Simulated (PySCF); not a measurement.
**C₄H₆SSi: electronic excitations and core binding energies**

Wanted: the electronic excitations and core binding energies of C₄H₆SSi (`[SiH3]C#C[C@@H]1CS1`), by calculation.

Programs: PySCF 2.14.0, with density-fitted response routines of our own. Each step states its level of theory. These are calculated values for one molecule in the gas phase, unless marked as measured. Atoms count from 0, in the outputs and in this text.

## Step 1: The molecule as given

12 atoms, charge 0, multiplicity 1; geometry from: GFN2-xTB.

Bonds of the start (Å): Si0–C1 1.85, C1–C2 1.21, C2–C3 1.42, C3–C4 1.49, C4–S5 1.80, S5–C3 1.83, Si0–H6 1.47, Si0–H7 1.46, Si0–H8 1.46, C3–H9 1.09, C4–H10 1.08, C4–H11 1.08.

## Step 2: TDDFT and polarisability: CAM-B3LYP/def2-SVPD

Job settings and geometry (Å):

```
{"job": {"kind": "uv", "xc": "CAM-B3LYP", "basis": "def2-SVPD", "nstates": 8, "ntriplets": 3}, "charge": 0, "multiplicity": 1}
Si     2.873002     0.160489     0.110017
C      1.048207    -0.038399    -0.099614
C     -0.144554    -0.161594    -0.239066
C     -1.552518    -0.324147    -0.367277
C     -2.463289     0.244934     0.662370
S     -2.358176    -1.549640     0.726654
H      3.149941     1.588541     0.285692
H      3.268081    -0.597670     1.297768
H      3.528557    -0.354532    -1.093419
H     -1.913921    -0.372087    -1.390725
H     -3.416917     0.643940     0.342401
H     -2.017215     0.759478     1.503892
```

With the program's defaults for keys left out, this is: TDDFT CAM-B3LYP/def2-SVPD, vertical, gas phase, core orbitals frozen in the response.

The run is started by

```sh
$ OMP_NUM_THREADS=1 python probes_run.py task.json out
```

One launch serves the whole session: the jobs run in the order shown.

The program printed:

```text
coarse grid: 11312 points
cycle   1  E = -843.0814833883  dE =  8.012e-01  |g| = 3.726e-01  |ddm| = 1.256e+01
cycle   2  E = -843.0804051890  dE =  1.078e-03  |g| = 4.155e-01  |ddm| = 2.473e+00
cycle   3  E = -843.1225877380  dE = -4.218e-02  |g| = 9.776e-02  |ddm| = 1.309e+00
cycle   4  E = -843.1246826223  dE = -2.095e-03  |g| = 4.448e-02  |ddm| = 2.410e-01
cycle   5  E = -843.1251693394  dE = -4.867e-04  |g| = 1.028e-02  |ddm| = 9.902e-02
cycle   6  E = -843.1251955169  dE = -2.618e-05  |g| = 2.181e-03  |ddm| = 4.764e-02
cycle   7  E = -843.1251973195  dE = -1.803e-06  |g| = 7.084e-04  |ddm| = 9.279e-03
final grid: 100736 points
cycle   8  E = -843.2320644143  dE = -1.776e-05  |g| = 2.453e-03  |ddm| = 1.049e-01
cycle   9  E = -843.2320640518  dE =  3.625e-07  |g| = 2.794e-03  |ddm| = 1.446e-02
cycle  10  E = -843.2320660775  dE = -2.026e-06  |g| = 3.593e-04  |ddm| = 8.239e-03
cycle  11  E = -843.2320661013  dE = -2.380e-08  |g| = 2.310e-04  |ddm| = 9.961e-04
cycle  12  E = -843.2320661141  dE = -1.286e-08  |g| = 5.314e-05  |ddm| = 4.658e-04
cycle  13  E = -843.2320661150  dE = -8.461e-10  |g| = 9.557e-06  |ddm| = 1.857e-04
converged SCF energy = -843.2320661150

Static polarisability (au): isotropic 95.068, principal 72.402 80.015 132.786

Singlet excitations
state   eV       nm        f      main configurations
  1   4.4892    276.2   0.00601   H->L 0.86
  2   5.6076    221.1   0.01798   H-2->L 0.48, H-1->L 0.22
  3   5.8657    211.4   0.06003   H-2->L 0.33, H-1->L 0.24, H-2->L+1 0.11
  4   5.8872    210.6   0.03273   H->L+1 0.32, H-1->L+1 0.22, H-1->L 0.11
  5   6.0747    204.1   0.00935   H->L+3 0.64, H-1->L 0.10
  6   6.4421    192.5   0.02865   H->L+1 0.51, H-1->L+1 0.20, H->L+6 0.08
  7   6.9235    179.1   0.03166   H->L+5 0.35, H->L+6 0.12, H->L+4 0.10
  8   6.9539    178.3   0.00958   H->L+2 0.45, H->L+5 0.14

Triplet excitations (Tamm-Dancoff, eV): 3.9977 4.6163 5.1785
```

It took 48 s on 1 thread of Arm Neoverse N1, shared host; peak memory 0.76 GiB.

The orbitals next to the gap, with their largest atomic shares:

```tsv
orbital	eV	atoms
HOMO−3	-11.10	S5 41 %, C4 28 %, C3 10 %
HOMO−2	-9.34	C1 36 %, C2 34 %, Si0 6 %
HOMO−1	-9.00	C1 29 %, C2 25 %, S5 20 %
HOMO	-8.17	S5 71 %, C4 9 %, C3 6 %
LUMO	0.19	S5 40 %, C3 15 %, C1 13 %
LUMO+1	0.97	C1 17 %, Si0 16 %, S5 15 %
LUMO+2	1.15	Si0 46 %, C1 14 %, H8 9 %
```

With each of the 8 states as a Gaussian band of 0.4 eV half-width at 1/e, the curve within the window shown has maxima at 276 nm (ε 240), 211 nm (ε 4,700), 183 nm (ε 2,100) L/(mol cm). Beyond the last state computed it falls off for lack of states. The curve at chosen wavelengths:

(nm, ε (L/mol/cm)): (171, 888), (177, 1767), (183, 2056), (189, 2058), (195, 2433), (200, 3206), (206, 4290), (212, 4653), (218, 3921), (224, 2628), (230, 1455), (236, 693), (242, 305), (247, 167), (253, 127), (259, 152), (265, 198), (271, 233), (277, 243), (283, 227), (289, 191), (294, 154), (300, 111), (306, 74), (312, 47), (318, 28)

Ground-state properties from the same run:

```tsv
property	computed
dipole moment (D)	1.56
polarisability (Å³)	14.09
HOMO–LUMO gap (eV)	8.36
−ε(HOMO) (eV)	8.17
```

## Step 3: X-ray photoelectron lines: SCAN, X2C

Same as in step 2 but for these lines:

```diff
@@ -1,2 +1,2 @@
-{"job": {"kind": "uv", "xc": "CAM-B3LYP", "basis": "def2-SVPD", "nstates": 8, "ntriplets": 3}, "charge": 0, "multiplicity": 1}
+{"job": {"kind": "xps"}, "charge": 0, "multiplicity": 1}
 Si     2.873002     0.160489     0.110017
```

With the program's defaults for keys left out, this is: delta-SCF UKS SCAN, pcX-2 on the ionised atom, pcseg-1 elsewhere, spin-free X2C.

The program printed:

```text
ground state, core basis on atom 0 (Si), 164 functions
  cycle   1  E = -845.14928474  |g| = 4.01e-01
  cycle   2  E = -845.11355480  |g| = 5.18e-01
  cycle   3  E = -845.18162147  |g| = 2.22e-01
  cycle   4  E = -845.19458967  |g| = 5.75e-02
  cycle   5  E = -845.19541689  |g| = 1.96e-02
  cycle   6  E = -845.19552551  |g| = 7.38e-03
  cycle   7  E = -845.19554337  |g| = 2.24e-03
  cycle   8  E = -845.19554303  |g| = 6.99e-04
  cycle   9  E = -845.19554427  |g| = 1.99e-04
  E(ground) = -845.20719328 Eh
hole in Si 1s of atom 0
  cycle   1  E = -776.25910103  |g| = 4.35e+00
  cycle   2  E = -773.68858809  |g| = 2.73e+00
  cycle   3  E = -759.99457414  |g| = 3.28e+00
  cycle   4  E = -777.05626436  |g| = 6.77e-01
  cycle   5  E = -775.50427139  |g| = 1.13e+00
  cycle   6  E = -777.25226435  |g| = 3.07e-01
  cycle   7  E = -777.29689918  |g| = 1.46e-01
  cycle   8  E = -777.31005924  |g| = 8.19e-02
  cycle   9  E = -777.31448773  |g| = 4.40e-02
  cycle  10  E = -777.31571350  |g| = 1.85e-02
  cycle  11  E = -777.31589370  |g| = 4.72e-03
  cycle  12  E = -777.31590544  |g| = 1.37e-03
  cycle  13  E = -777.31590545  |g| = 6.30e-04
  cycle  14  E = -777.31590683  |g| = 2.46e-04
  E(ion) = -777.33592474 Eh   <S^2> = 0.7523   hole on atom = 1.000   binding energy = 1846.871 eV
hole in Si 2p of atom 0
  cycle   1  E = -840.91702400  |g| = 1.23e+00
  cycle   2  E = -838.42503600  |g| = 1.84e+00
  cycle   3  E = -840.37455813  |g| = 1.05e+00
  cycle   4  E = -841.17548955  |g| = 3.28e-01
  cycle   5  E = -841.21788356  |g| = 2.07e-01
  cycle   6  E = -841.23384493  |g| = 1.09e-01
  cycle   7  E = -841.24077410  |g| = 2.84e-02
  cycle   8  E = -841.24128401  |g| = 5.61e-03
  cycle   9  E = -841.24129886  |g| = 2.42e-03
  cycle  10  E = -841.24130132  |g| = 1.08e-03
  cycle  11  E = -841.24130039  |g| = 3.10e-04
  E(ion) = -841.26426451 Eh   <S^2> = 0.7518   hole on atom = 1.003   binding energy = 107.293 eV
  2p3/2 = 107.070 eV   2p1/2 = 107.693 eV
ground state, core basis on atom 1 (C), 153 functions
  cycle   1  E = -845.10616214  |g| = 6.22e-02
  cycle   2  E = -845.10577870  |g| = 4.84e-02
  cycle   3  E = -845.10534139  |g| = 6.26e-02
  cycle   4  E = -845.10634909  |g| = 7.35e-03
  cycle   5  E = -845.10637035  |g| = 8.81e-04
  cycle   6  E = -845.10637121  |g| = 2.20e-04
  E(ground) = -845.16016748 Eh
hole in C 1s of atom 1
  cycle   1  E = -833.86747399  |g| = 1.51e+00
  cycle   2  E = -830.62944233  |g| = 2.52e+00
  cycle   3  E = -833.97599570  |g| = 8.24e-01
  cycle   4  E = -834.34584660  |g| = 4.58e-01
  cycle   5  E = -834.39384867  |g| = 3.65e-01
  cycle   6  E = -834.46012853  |g| = 4.57e-02
  cycle   7  E = -834.46142910  |g| = 1.47e-02
  cycle   8  E = -834.46166209  |g| = 1.23e-02
  cycle   9  E = -834.46178740  |g| = 6.56e-03
  cycle  10  E = -834.46190069  |g| = 3.46e-03
  cycle  11  E = -834.46192698  |g| = 1.89e-03
  cycle  12  E = -834.46193052  |g| = 9.87e-04
  cycle  13  E = -834.46193057  |g| = 3.71e-04
  E(ion) = -834.51479531 Eh   <S^2> = 0.8284   hole on atom = 1.000   binding energy = 289.675 eV
ground state, core basis on atom 2 (C), 153 functions
  cycle   1  E = -845.10632803  |g| = 6.37e-02
  cycle   2  E = -845.10473037  |g| = 8.32e-02
  cycle   3  E = -845.10581499  |g| = 5.33e-02
  cycle   4  E = -845.10653248  |g| = 1.25e-02
  cycle   5  E = -845.10657470  |g| = 1.70e-03
  cycle   6  E = -845.10657596  |g| = 4.60e-04
  E(ground) = -845.16085114 Eh
hole in C 1s of atom 2
  cycle   1  E = -833.84834329  |g| = 1.52e+00
  cycle   2  E = -830.97573681  |g| = 2.49e+00
  cycle   3  E = -833.89718323  |g| = 8.38e-01
  cycle   4  E = -834.14143078  |g| = 7.20e-01
  cycle   5  E = -834.40312407  |g| = 2.37e-01
  cycle   6  E = -834.42270406  |g| = 1.42e-01
  cycle   7  E = -834.43357930  |g| = 3.17e-02
  cycle   8  E = -834.43422411  |g| = 1.46e-02
  cycle   9  E = -834.43446767  |g| = 8.57e-03
  cycle  10  E = -834.43463077  |g| = 5.26e-03
  cycle  11  E = -834.43470704  |g| = 3.03e-03
  cycle  12  E = -834.43472684  |g| = 1.15e-03
  cycle  13  E = -834.43472817  |g| = 5.48e-04
  cycle  14  E = -834.43472850  |g| = 3.06e-04
  E(ion) = -834.48771918 Eh   <S^2> = 0.8469   hole on atom = 1.000   binding energy = 290.431 eV
ground state, core basis on atom 3 (C), 153 functions
  cycle   1  E = -845.10550929  |g| = 6.14e-02
  cycle   2  E = -845.10465929  |g| = 6.18e-02
  cycle   3  E = -845.10467836  |g| = 6.10e-02
  cycle   4  E = -845.10566433  |g| = 9.97e-03
  cycle   5  E = -845.10569067  |g| = 1.26e-03
  cycle   6  E = -845.10569044  |g| = 3.56e-04
  E(ground) = -845.15869870 Eh
hole in C 1s of atom 3
  cycle   1  E = -833.78066330  |g| = 1.52e+00
  cycle   2  E = -831.90349336  |g| = 2.39e+00
  cycle   3  E = -834.03553146  |g| = 7.44e-01
  cycle   4  E = -834.11947500  |g| = 6.54e-01
  cycle   5  E = -834.35833150  |g| = 9.90e-02
  cycle   6  E = -834.36269093  |g| = 2.57e-02
  cycle   7  E = -834.36306718  |g| = 1.16e-02
  cycle   8  E = -834.36315792  |g| = 7.80e-03
  cycle   9  E = -834.36321220  |g| = 3.80e-03
  cycle  10  E = -834.36324702  |g| = 2.57e-03
  cycle  11  E = -834.36326050  |g| = 1.67e-03
  cycle  12  E = -834.36326822  |g| = 8.91e-04
  cycle  13  E = -834.36326966  |g| = 5.42e-04
  cycle  14  E = -834.36327285  |g| = 2.38e-04
  E(ion) = -834.41628978 Eh   <S^2> = 0.7878   hole on atom = 1.000   binding energy = 292.316 eV
ground state, core basis on atom 4 (C), 153 functions
  cycle   1  E = -845.10456787  |g| = 5.78e-02
  cycle   2  E = -845.10451150  |g| = 2.25e-02
  cycle   3  E = -845.10444456  |g| = 2.73e-02
  cycle   4  E = -845.10461355  |g| = 9.46e-03
  cycle   5  E = -845.10463787  |g| = 1.63e-03
  cycle   6  E = -845.10463778  |g| = 2.81e-04
  E(ground) = -845.15785289 Eh
hole in C 1s of atom 4
  cycle   1  E = -833.80249826  |g| = 1.51e+00
  cycle   2  E = -831.03733042  |g| = 2.51e+00
  cycle   3  E = -833.90038277  |g| = 8.17e-01
  cycle   4  E = -834.10480356  |g| = 6.62e-01
  cycle   5  E = -834.35129219  |g| = 2.58e-01
  cycle   6  E = -834.37266186  |g| = 1.51e-01
  cycle   7  E = -834.38537909  |g| = 3.59e-02
  cycle   8  E = -834.38606391  |g| = 1.11e-02
  cycle   9  E = -834.38614097  |g| = 3.87e-03
  cycle  10  E = -834.38615300  |g| = 1.92e-03
  cycle  11  E = -834.38615894  |g| = 8.30e-04
  cycle  12  E = -834.38615882  |g| = 4.06e-04
  E(ion) = -834.43939209 Eh   <S^2> = 0.7771   hole on atom = 1.000   binding energy = 291.664 eV
ground state, core basis on atom 5 (S), 164 functions
  cycle   1  E = -845.25190511  |g| = 4.06e-01
  cycle   2  E = -845.25112263  |g| = 6.57e-02
  cycle   3  E = -845.24705403  |g| = 1.37e-01
  cycle   4  E = -845.25222297  |g| = 2.09e-02
  cycle   5  E = -845.25228993  |g| = 1.36e-02
  cycle   6  E = -845.25233928  |g| = 9.94e-04
  cycle   7  E = -845.25233706  |g| = 3.12e-04
  E(ground) = -845.29076375 Eh
hole in S 1s of atom 5
  cycle   1  E = -753.01436263  |g| = 5.08e+00
  cycle   2  E = -750.34707488  |g| = 2.86e+00
  cycle   3  E = -723.64160216  |g| = 5.14e+00
  cycle   4  E = -753.56251535  |g| = 1.04e+00
  cycle   5  E = -754.04310537  |g| = 5.75e-01
  cycle   6  E = -754.13307558  |g| = 4.51e-01
  cycle   7  E = -754.22567398  |g| = 1.58e-01
  cycle   8  E = -754.23584310  |g| = 6.80e-02
  cycle   9  E = -754.23857047  |g| = 1.14e-02
  cycle  10  E = -754.23863892  |g| = 4.63e-03
  cycle  11  E = -754.23864982  |g| = 1.85e-03
  cycle  12  E = -754.23865231  |g| = 5.93e-04
  cycle  13  E = -754.23865206  |g| = 2.72e-04
  E(ion) = -754.26845466 Eh   <S^2> = 0.7519   hole on atom = 1.000   binding energy = 2476.843 eV
hole in S 2p of atom 5
  cycle   1  E = -838.57616737  |g| = 1.53e+00
  cycle   2  E = -835.85774890  |g| = 2.17e+00
  cycle   3  E = -837.98356076  |g| = 1.24e+00
  cycle   4  E = -838.97646605  |g| = 2.94e-01
  cycle   5  E = -838.92705156  |g| = 4.28e-01
  cycle   6  E = -839.01763315  |g| = 1.13e-01
  cycle   7  E = -839.02479046  |g| = 3.00e-02
  cycle   8  E = -839.02526836  |g| = 9.69e-03
  cycle   9  E = -839.02531841  |g| = 4.03e-03
  cycle  10  E = -839.02532847  |g| = 1.61e-03
  cycle  11  E = -839.02532947  |g| = 1.09e-03
  cycle  12  E = -839.02533191  |g| = 5.78e-04
  cycle  13  E = -839.02533186  |g| = 2.13e-04
  E(ion) = -839.07091934 Eh   <S^2> = 0.7539   hole on atom = 1.001   binding energy = 169.251 eV
  2p3/2 = 169.077 eV   2p1/2 = 170.342 eV
```

Run time: 2.7 min. Hardware: 1 thread of Arm Neoverse N1, shared host; peak memory 0.65 GiB.

The holes in one table. −ε is the ground-state orbital energy:

```tsv
hole	stands for	environment	ΔSCF (eV; 2p as the shell's mean)	−ε (eV)	⟨S²⟩
Si1s on Si0	Si0	silicon bonded to C, 3 H	1846.87	1793.7	0.752
Si2p on Si0	Si0	silicon bonded to C, 3 H	107.28	96.5	0.752
C1s on C1	C1	alkyne carbon	289.68	273.4	0.828
C1s on C2	C2	alkyne carbon	290.43	274.0	0.847
C1s on C3	C3	thiirane ring carbon	292.32	275.8	0.788
C1s on C4	C4	thiirane ring carbon	291.66	275.2	0.777
S1s on S5	S5	sulfide sulfur	2476.84	2414.9	0.752
S2p on S5	S5	sulfide sulfur	169.50	158.0	0.754
```

With the spin-orbit splitting: Si0 2p3/2 107.07, 2p1/2 107.69 eV; S5 2p3/2 169.08, 2p1/2 170.34 eV. The table gives each 2p level as the mean over the whole 2p shell (two parts 2p3/2, one part 2p1/2), which differs a little from the single hole in the log.

## Step 4: What came out

| quantity | value |
| --- | --- |
| lowest singlet (CAM-B3LYP/def2-SVPD) | 4.49 eV (276 nm), f = 0.006 |
| brightest single state of those computed | state 3, 5.87 eV, f = 0.060 |
| lowest triplet | 4.00 eV |
| C1s binding energies, SCAN/pcX-2 | C3 292.32, C4 291.66, C2 290.43, C1 289.68 eV |
| Si1s binding energies, SCAN/pcX-2 | Si0 1846.87 eV |
| Si2p binding energies, SCAN/pcX-2 | Si0 107.28 eV |
| S1s binding energies, SCAN/pcX-2 | S5 2476.84 eV |
| S2p binding energies, SCAN/pcX-2 | S5 169.50 eV |

The first singlet state (HOMO→LUMO 0.86) lies at 4.49 eV and is weak; of the 8 states computed, the strongest absorption comes from states 3 to 4 together at 5.87 eV. The lowest triplet lies 0.49 eV below the lowest singlet (triplets in Tamm-Dancoff, singlets in full TDDFT). C3 (thiirane ring carbon) binds its C1s electron 2.64 eV more tightly than C1 (alkyne carbon).
